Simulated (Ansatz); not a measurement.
# C2H9BOSi: up Jacob's ladder to CCSD(T)

How much do the methods differ for C2H9BOSi? The plan is to run it at one geometry with functionals of several rungs and with coupled cluster, and see how far each lands from CCSD(T) at the basis-set limit for the atomisation energy.

Program: Ansatz 0.2.0, Gaussian basis. Level of theory: functionals in def2-TZVPP, the program's frozen cores in correlated methods. These are calculated values, not measurements.

The runs, in order: PBE-D4, r2SCAN-D4, PBE0-D4, B3LYP-D4, ωB97X-V, ωB97M-V, B2PLYP; CCSD(T)/def2-TZVPP; MP2/def2-QZVPP; extrapolation to the limit.

**1. The geometry**

All runs share one geometry, relaxed beforehand with PBE0-D4 in a triple-zeta def2 set.

14 atoms, charge 0, spin multiplicity 1.

Atoms are counted from 1 here; the program's logs count them from 0.

Bond lengths: B1–C2 1.494 Å, B1–Si5 2.082 Å, B1–H6 1.205 Å, B1–H7 1.202 Å, C2–C3 1.491 Å, C2–O4 1.331 Å, C3–H8 1.087 Å, C3–H9 1.096 Å, C3–H10 1.097 Å, O4–H11 0.966 Å, Si5–H12 1.487 Å, Si5–H13 1.492 Å, Si5–H14 1.489 Å. Angles: C2–B1–Si5 87.7°, C2–B1–H6 115.9°, C2–B1–H7 119.0°, Si5–B1–H6 98.1°, Si5–B1–H7 101.4°, H6–B1–H7 121.9°, B1–C2–C3 124.8°, B1–C2–O4 120.8°, C3–C2–O4 114.4°, C2–C3–H8 111.4°, C2–C3–H9 108.3°, C2–C3–H10 111.8°, H8–C3–H9 108.4°, H8–C3–H10 109.0°, H9–C3–H10 107.7°, C2–O4–H11 111.0°, B1–Si5–H12 104.0°, B1–Si5–H13 114.7° and more.

As a file:

```
B    -0.18300    0.73564    1.14500
C    -0.74241   -0.31848    0.24611
C    -1.17062   -0.09360   -1.16462
O    -0.87135   -1.57553    0.66569
Si    1.68283    0.33871    0.31007
H    -0.30125    1.87216    0.76223
H     0.01243    0.47118    2.30081
H    -0.91510    0.90796   -1.50197
H    -2.25898   -0.20988   -1.21689
H    -0.72332   -0.82612   -1.84751
H    -1.08016   -2.16581   -0.06928
H     2.59932    1.26893    1.02137
H     1.78620    0.62304   -1.15052
H     2.15251   -1.05749    0.52821
```

**2. PBE-D4 (GGA)**

File in.yaml:

```yaml
crystal:
  periodic: [false, false, false]
  atoms:
    - {symbol: B, position_ang: [-0.182997, 0.735644, 1.145004]}
    - {symbol: C, position_ang: [-0.742410, -0.318482, 0.246107]}
    - {symbol: C, position_ang: [-1.170619, -0.093603, -1.164618]}
    - {symbol: O, position_ang: [-0.871345, -1.575527, 0.665686]}
    - {symbol: Si, position_ang: [1.682826, 0.338714, 0.310075]}
    - {symbol: H, position_ang: [-0.301249, 1.872158, 0.762227]}
    - {symbol: H, position_ang: [0.012427, 0.471175, 2.300814]}
    - {symbol: H, position_ang: [-0.915103, 0.907957, -1.501970]}
    - {symbol: H, position_ang: [-2.258982, -0.209875, -1.216894]}
    - {symbol: H, position_ang: [-0.723320, -0.826119, -1.847513]}
    - {symbol: H, position_ang: [-1.080157, -2.165814, -0.069277]}
    - {symbol: H, position_ang: [2.599319, 1.268927, 1.021366]}
    - {symbol: H, position_ang: [1.786200, 0.623037, -1.150520]}
    - {symbol: H, position_ang: [2.152508, -1.057492, 0.528214]}
basis:
  gaussian: {orbitals: def2-TZVPP}
hamiltonian: {xc: pbe, dispersion: d4}
output: {forces: true, orbitals: {seedname: orbitals}}
```

On the command line:

```
> ansatz run in.yaml --threads 4 --pin off --events-out ev --progress --plain --max-ram 10444MiB
```

Further steps of the session: r2SCAN-D4 (meta-GGA); PBE0-D4 (hybrid); B3LYP-D4 (hybrid); ωB97X-V (range-separated); ωB97M-V (range-separated); B2PLYP (double hybrid); CCSD(T) in def2-TZVPP; MP2 in def2-QZVPP.

**Question.** What will the summary of the whole plan be? Wanted: atomisation energy, CCSD(T)/CBS; farthest; mean size of error, hybrid; mean size of error, range-separated; gap, smallest and largest; T1 diagnostic; triples share of the correlation energy.

**Answer**, as computed:

| quantity | value |
| --- | --- |
| atomisation energy, CCSD(T)/CBS | 4962.8 kJ/mol |
| functionals within 24.8 kJ/mol (0.5 %) | B3LYP-D4, ωB97X-V |
| farthest | PBE-D4 (+99.9 kJ/mol) |
| mean size of error, hybrid | 23.8 kJ/mol |
| mean size of error, range-separated | 24.8 kJ/mol |
| gap, smallest and largest | 3.99 eV (PBE-D4), 10.17 eV (ωB97X-V) |
| T1 diagnostic | 0.0144 |
| triples share of the correlation energy | 4.0 % |

PBE-D4 is off by +99.9 kJ/mol. Double hybrids carry the basis error of their MP2 part in triple zeta, and no dispersion term here, so their miss is partly the set-up's. Misses under about 24.8 kJ/mol are within the doubt on the reference itself, which lacks core-valence correlation, relativity and higher excitations. Hartree-Fock recovers 74 % of the binding; the rest is correlation. Orbital gaps span 4.0 to 10.2 eV; exact exchange widens them.
